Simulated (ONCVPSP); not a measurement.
**An ONCV potential for Ni, from input to tests**

Do these settings give a usable potential? It is generated, then checked for transferability, scattering, ghosts and hardness.

Method: ONCVPSP 4.0.1.1 (patched build), PBE, scalar-relativistic.

## Step 1: Settings

Typed settings, in words:

```
element                 : nickel (Ni, Z = 28)
type                    : optimised norm-conserving Vanderbilt (ONCV)
frozen core             : [Ne]
valence charge          : 18
reference configuration : 3s2 3p6 3d8 4s1.5 (charge +0.5)
partial waves           : 3s+4s: rc 1.05 bohr, ncon 5, nbas 9, qcut 13.3 1/bohr, 2 projectors; 3p: rc 1.20 bohr, ncon 4, nbas 7, qcut 10.1 1/bohr, 3 projectors, debl 0.3 Ha; 3d: rc 1.60 bohr, ncon 4, nbas 9, qcut 10.9 1/bohr, 2 projectors, debl 2.1 Ha
local potential         : polynomial inside 0.95 bohr (lpopt 5, dvloc0 0 Ha)
core correction         : Teter function, fcfact 5.25, rcfact 1.4
```

An earlier all-electron run gives the scale for the radii.

All-electron outer shells of the reference configuration (PBE, scalar-relativistic, ld1.x):

```json
{"shell": "2p", "level (eV)": "-848.97", "outermost node (bohr)": "–", "outermost maximum (bohr)": "0.16"}
{"shell": "3s", "level (eV)": "-115.41", "outermost node (bohr)": "0.30", "outermost maximum (bohr)": "0.64"}
{"shell": "3p", "level (eV)": "-75.74", "outermost node (bohr)": "0.27", "outermost maximum (bohr)": "0.65"}
{"shell": "3d", "level (eV)": "-13.20", "outermost node (bohr)": "–", "outermost maximum (bohr)": "0.63"}
{"shell": "4s", "level (eV)": "-9.28", "outermost node (bohr)": "0.92", "outermost maximum (bohr)": "2.18"}
{"shell": "4p", "level (eV)": "-4.22", "outermost node (bohr)": "1.00", "outermost maximum (bohr)": "2.87"}
```

## Step 2: Generation

Contents of Ni.dat:

```
# ATOM AND REFERENCE CONFIGURATION
# atsym  z   nc   nv     iexc    psfile
  Ni 28.00    3    4        4      upf
#
#   n    l    f
    1    0    2.00
    2    0    2.00
    2    1    6.00
    3    0    2.00
    3    1    6.00
    3    2    8.00
    4    0    1.50
#
# PSEUDOPOTENTIAL AND OPTIMIZATION
# lmax
    2
#
#   l,   rc,      ep,       ncon, nbas, qcut
    0    1.05    0.00    5    9   13.30
    1    1.20    0.00    4    7   10.10
    2    1.60    0.00    4    9   10.90
#
# LOCAL POTENTIAL
# lloc, lpopt,  rc(5),   dvloc0
    4    5    0.95    0.00
#
# VANDERBILT-KLEINMAN-BYLANDER PROJECTORs
# l, nproj, debl
    0    2    1.30
    1    3    0.30
    2    2    2.10
#
# MODEL CORE CHARGE
# icmod, fcfact, rcfact
    3    5.25    1.40
#
# LOG DERIVATIVE ANALYSIS
# epsh1, epsh2, depsh
   -6.00    5.00    0.04
#
# OUTPUT GRID
# rlmax, drl
    6.00    0.01
#
# TEST CONFIGURATIONS
# ncnf
    4
# nvcnf
#   n    l    f
    4
    3    0    2.00
    3    1    6.00
    3    2    8.00
    4    0    2.00
#
    4
    3    0    2.00
    3    1    6.00
    3    2    8.00
    4    0    1.00
#
    4
    3    0    2.00
    3    1    6.00
    3    2    8.00
    4    0    0.00
#
    4
    3    0    2.00
    3    1    6.00
    3    2    8.50
    4    0    1.50
#
```

On the command line:

```bash
$ oncvpsp.x < Ni.dat > Ni.out
```

What does the calculation give? Wanted: cutoffs for 1 and 0.1 mHa per electron, occupied waves; bound ghosts; GHOST(+) flags; largest test error; largest phase difference near zero energy, channels read; rms error of d²Exc/dn², without and with the model core; projector energies reset by the program.

As calculated:

| quantity | value |
| --- | --- |
| cutoffs for 1 and 0.1 mHa per electron, occupied waves | 65 Ha and 75 Ha |
| bound ghosts | none found |
| GHOST(+) flags | none at low energy |
| largest test error (AE − PS) | +7.2 meV, for 3s2 3p6 3d8.5 4s1.5 |
| largest phase difference near zero energy, channels read | 0.000 rad |
| rms error of d²Exc/dn², without and with the model core | 1.21 and 0.76 mHa |
| projector energies reset by the program | p: -2.784, 0.250, 0.550 Ha |

By total energies transferability is good: the largest error is 7.2 meV on 4.9 eV, for 3s2 3p6 3d8.5 4s1.5. It counts as very hard, with 65 Ha needed at the looser tolerance. At the looser tolerance the 3s wave is the slowest; 4s needs 54 Ha. The program's ghost test flags no bound state. Near zero energy the phases of the channels with partial waves agree within 0.001 rad. All of this concerns the isolated atom, not yet a solid.
